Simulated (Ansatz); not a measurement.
# Ge3C3N8: the cell at several levels of theory

How does the equilibrium cell of Ge3C3N8, beta-nitride host depend on the functional? It is relaxed with PBE and r2SCAN. This is a trial cell built on a prototype, not taken from a measured structure, and it needn't be the compound's ground state.

Code: Ansatz 0.2.0. PAW datasets, plane waves, zero pressure. No spin polarisation. The prototype was imposed, so other structures may be more stable.

### 1 The structure to begin with

This is the cell as the run starts from it, not yet at rest; its lengths are not the crystal's.

The symmetry is Pm (No. 6, monoclinic); conventional cell a = 7.335 Å, b = 2.802 Å, c = 7.335 Å, β = 120.0°, 9.33 Å³ an atom. Near Ge stand 4 N at 1.67 Å; near C stand 4 N at 1.67 Å.

Structure file:

```cif
data_structure
_symmetry_space_group_name_H-M 'P 1'
_symmetry_Int_Tables_number 1
_cell_length_a 7.3349
_cell_length_b 2.8022
_cell_length_c 7.3349
_cell_angle_alpha 90.000
_cell_angle_beta 120.000
_cell_angle_gamma 90.000
_cell_volume 130.56
loop_
_atom_site_label
_atom_site_type_symbol
_atom_site_fract_x
_atom_site_fract_y
_atom_site_fract_z
_atom_site_occupancy
Ge1 Ge 0.59386 0.50000 0.82495 1
Ge2 Ge 0.82495 0.00000 0.23108 1
Ge3 Ge 0.76892 0.00000 0.59386 1
C1 C 0.23108 0.50000 0.40614 1
C2 C 0.17505 0.50000 0.76892 1
C3 C 0.40614 0.00000 0.17505 1
N1 N 0.33333 0.50000 0.66667 1
N2 N 0.66667 0.00000 0.33333 1
N3 N 0.70066 0.50000 0.66985 1
N4 N 0.66985 0.00000 0.96919 1
N5 N 0.03081 0.00000 0.70066 1
N6 N 0.96919 0.50000 0.29934 1
N7 N 0.29934 0.00000 0.33015 1
N8 N 0.33015 0.50000 0.03081 1
```

### 2 PBE: cell and atoms

Contents of input.yaml:

```yaml
crystal:
  lattice:
    - [7.33492877, 0.0, 0.0]
    - [0.0, 2.80219657, 0.0]
    - [-3.66746438, 0.0, 6.35223465]
  atoms:
    - { symbol: Ge, position: [0.59386372, 0.5, 0.82494615] }
    - { symbol: Ge, position: [0.82494615, 0.0, 0.23108243] }
    - { symbol: Ge, position: [0.76891757, 0.0, 0.59386372] }
    - { symbol: C, position: [0.23108243, 0.5, 0.40613628] }
    - { symbol: C, position: [0.17505385, 0.5, 0.76891757] }
    - { symbol: C, position: [0.40613628, 0.0, 0.17505385] }
    - { symbol: "N", position: [0.33333334, 0.5, 0.66666667] }
    - { symbol: "N", position: [0.66666666, 0.0, 0.33333333] }
    - { symbol: "N", position: [0.70065891, 0.5, 0.6698534] }
    - { symbol: "N", position: [0.6698534, 0.0, 0.96919449] }
    - { symbol: "N", position: [0.03080551, 0.0, 0.70065891] }
    - { symbol: "N", position: [0.96919449, 0.5, 0.29934109] }
    - { symbol: "N", position: [0.29934109, 0.0, 0.3301466] }
    - { symbol: "N", position: [0.3301466, 0.5, 0.03080551] }
kpoints:
  mp_grid: { grid: [4, 8, 4] }
hamiltonian:
  xc: pbe
scf:
  occupations: { method: fermi_dirac, width: 0.02 }
relax:
  f_tol: 0.005
  cell: {}
output:
  write_density: true
  write_potential: true
  elf: true
  volumetric_format: npy
```

The runs that follow: Relaxation with r2SCAN.

What does the calculation give? Wanted: for each run, a; b; c; β; volume; space group; SCF geometries.

The runs gave:

| level | a (Å) | b (Å) | c (Å) | β (°) | volume (Å³/atom) | space group | SCF geometries |
| --- | --- | --- | --- | --- | --- | --- | --- |
| PBE | 7.118 | 2.819 | 7.342 | 112.112 | 9.748 | Pm | 37 |
| r2SCAN | 7.018 | 2.796 | 7.297 | 112.432 | 9.453 | Pm | 12 |

What this shows: From the start to the first minimum the volume moved by +4.5 %. The volume runs from r2SCAN (least) to PBE (most), a spread of 3.1 %, or 1.0 % in length if all axes shared it alike.
